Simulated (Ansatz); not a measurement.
# C2H7NOS2W: small, medium and large basis sets

How large a basis does C2H7NOS2W need? Two functionals are run in growing sets.

Method: one geometry, several basis sets; program: Ansatz 0.2.0, Gaussian basis.

The runs, in order: PBE0-D4/def2-SVP; ωB97M-V/def2-SVP; PBE0-D4/def2-QZVPP; ωB97M-V/def2-QZVPP; the functionals' def2-TZVPP values are taken from earlier runs.

### 1 Structure used throughout

All runs share one geometry, relaxed beforehand with PBE0-D4 in a triple-zeta def2 set. W takes the def2 core potential; no spin-orbit term is included.

14 atoms, charge 0, spin multiplicity 1.

Atoms are counted from 1 here; the program's logs count them from 0.

Bond lengths: C1–N2 1.451 Å, C1–H8 1.096 Å, C1–H9 1.087 Å, C1–H10 1.097 Å, N2–C3 1.453 Å, N2–W4 1.918 Å, C3–H11 1.097 Å, C3–H12 1.096 Å, C3–H13 1.088 Å, W4–O5 1.888 Å, W4–S6 2.132 Å, W4–S7 2.133 Å, O5–H14 0.960 Å. Angles: N2–C1–H8 110.1°, N2–C1–H9 110.9°, N2–C1–H10 110.0°, H8–C1–H9 108.9°, H8–C1–H10 108.1°, H9–C1–H10 108.8°, C1–N2–C3 112.1°, C1–N2–W4 126.3°, C3–N2–W4 121.7°, N2–C3–H11 110.1°, N2–C3–H12 110.1°, N2–C3–H13 111.2°, H11–C3–H12 108.4°, H11–C3–H13 108.3°, H12–C3–H13 108.7°, N2–W4–O5 108.2°, N2–W4–S6 108.4°, N2–W4–S7 108.9° and more.

### 2 PBE0-D4 in def2-SVP

Input file in.yaml:

```yaml
crystal:
  periodic: [false, false, false]
  atoms:
    - {symbol: C, position_ang: [-0.363640, 0.045080, 1.710222]}
    - {symbol: N, position_ang: [0.140200, -0.030005, 0.351122]}
    - {symbol: C, position_ang: [1.279656, -0.924426, 0.240069]}
    - {symbol: W, position_ang: [-0.551966, 0.912721, -1.169215]}
    - {symbol: O, position_ang: [-1.703708, -0.250234, -2.109496]}
    - {symbol: S, position_ang: [-1.644886, 2.604302, -0.470368]}
    - {symbol: S, position_ang: [1.075894, 1.501446, -2.415835]}
    - {symbol: H, position_ang: [-0.686887, -0.946604, 2.047618]}
    - {symbol: H, position_ang: [-1.205640, 0.729437, 1.773604]}
    - {symbol: H, position_ang: [0.427655, 0.393861, 2.384747]}
    - {symbol: H, position_ang: [2.096540, -0.576311, 0.883604]}
    - {symbol: H, position_ang: [0.997180, -1.935322, 0.555832]}
    - {symbol: H, position_ang: [1.646306, -0.969012, -0.783847]}
    - {symbol: H, position_ang: [-1.506714, -0.554942, -2.998047]}
basis:
  gaussian: {orbitals: def2-SVP}
hamiltonian: {xc: pbe0, dispersion: d4}
output: {orbitals: {seedname: orbitals}}
```

Command:

```
> ansatz run in.yaml --threads 2 --pin off --events-out ev --progress --plain --max-ram 22528MiB --backend cpu
```

After this run come: ωB97M-V in def2-SVP; PBE0-D4 in def2-QZVPP; ωB97M-V in def2-QZVPP.

**Question.** What will the summary of the whole plan be? Wanted: PBE0-D4: double and triple zeta above quadruple; ωB97M-V: double and triple zeta above quadruple.

**Answer**, as computed:

| quantity | value |
| --- | --- |
| PBE0-D4: double and triple zeta above quadruple | 15.65, 1.01 eV |
| ωB97M-V: double and triple zeta above quadruple | 15.84, 0.96 eV |

For PBE0-D4 the step from double to triple zeta gains 14.65 eV and the next only 1.01 eV. Total energies overstate the basis error of differences, where much of it tends to cancel.
